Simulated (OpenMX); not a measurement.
NbTe:

```
Nb Te
1.0
     3.42570    0.00000    0.00000
     0.00000    3.42570    0.00000
     0.00000    0.00000    3.42570
Nb Te
1 1
Direct
  0.50000 0.50000 0.50000
  0.00000 0.00000 0.00000
```

The cell was built by a generator and needn't be a form met in nature.

Base run:

```yaml
Program: OpenMX 3.8.5
Functional: LDA
Potentials_or_basis: OpenMX 2013 LDA set, Nb7.0-s3p2d2, Te7.0-s3p2d2f1, grid cutoff 500 Ry
k_mesh: 7 × 7 × 7
Occupations: fermi-dirac, width 0.05 eV
Spin: no spin polarisation
```

Its results: pressure -4.4 GPa.

Q: The run is repeated on the same cell with these changes: functional from LDA to PBE; potentials or basis from OpenMX 2013 LDA set, Nb7.0-s3p2d2, Te7.0-s3p2d2f1, grid cutoff 500 Ry to OpenMX 2013 PBE set, Nb7.0-s3p2d2, Te7.0-s3p2d2f1, grid cutoff 500 Ry. What comes out?

A: Pressure 3.2 GPa.

Caveats: the basis of atomic orbitals isn't converged, which shifts pressures, moduli and gaps.
